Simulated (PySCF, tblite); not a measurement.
# C₆H₉B+ (doublet): geometry, infrared bands and EPR parameters

Wanted: the infrared bands and EPR parameters of C₆H₉B+ (doublet) (`[CH2+][C]1C=C(C)BC1`), by calculation.

Computed with tblite 0.8.0 and PySCF 2.14.0, with density-fitted response routines of our own, on a single molecule in the gas phase. Atoms count from 0, in the outputs and in this text.

**1. The starting structure**

16 atoms, charge 1, multiplicity 2; geometry from: force field or distance geometry start.

Bonds of the start (Å): C0–C1 1.48, C1–C2 1.52, C2–C3 1.33, C3–C4 1.50, C3–B5 1.54, B5–C6 1.57, C6–C1 1.54, C0–H7 1.09, C0–H8 1.08, C2–H9 1.08, C4–H10 1.11, C4–H11 1.11, C4–H12 1.11, B5–H13 1.18, C6–H14 1.11, C6–H15 1.10.

**2. Geometry optimisation with GFN2-xTB**

The job: settings as JSON, then the geometry in Å.

```
{"job": {"kind": "relax", "xc": "GFN2-xTB", "basis": "xTB"}, "charge": 1, "multiplicity": 2}
C     -2.169200     1.015900     0.754600
C     -1.325500    -0.198600     0.622400
C      0.114500     0.118300     0.987200
C      0.969900    -0.111900    -0.002600
C      2.454200     0.032900     0.133300
B      0.216800    -0.705500    -1.208500
C     -1.305300    -0.752700    -0.809900
H     -3.024500     1.016600     1.429100
H     -1.953600     1.906200     0.175500
H      0.399500     0.494700     1.963200
H      2.698200     0.915800     0.751500
H      2.904300     0.174100    -0.876400
H      2.880700    -0.874600     0.602300
H      0.705600    -1.080500    -2.220600
H     -1.665800    -1.797900    -0.808200
H     -1.907400    -0.143800    -1.504100
```

Run with:

```
OMP_NUM_THREADS=1 python probes_run.py task.json out
```

The driver reads the jobs from task.json and runs them one after another.

**Question.** This job is followed by: GFN2-xTB harmonic vibrations, gas phase; UKS B3LYP, pcH-1 on B C H, non-relativistic, mean-field spin-orbit, GIAO. What will the session give for the following? strongest single infrared mode (GFN2-xTB); zero-point energy (GFN2-xTB); g(iso) (B3LYP); ⟨S²⟩; largest a(iso) (averaged by class).

As calculated:

| quantity | value |
| --- | --- |
| strongest single infrared mode (GFN2-xTB) | 1311 cm⁻¹, 442 km/mol |
| zero-point energy (GFN2-xTB) | 79.2 kcal/mol |
| g(iso) (B3LYP) | 2.00267 |
| ⟨S²⟩ | 0.765 (exact 0.75) |
| largest a(iso) (averaged by class) | 1H on H10, H11, H12, 50.6 MHz |

In words: Over 134 steps the energy fell by 2.511 eV; of the close pairs, C0–C1 changed most, 1.485 to 1.362 Å. All 42 modes are real, so the xTB geometry is a minimum. The strongest single mode, at 1311 cm⁻¹, moves mainly H12 and H11. Unscaled tight-binding wavenumbers are off by several per cent, some by more. Its intensities can rank the bands wrongly. The largest share of the spin, 0.55 e, sits on C0. The isotropic g lies 0.3 ppt above the free-electron value.
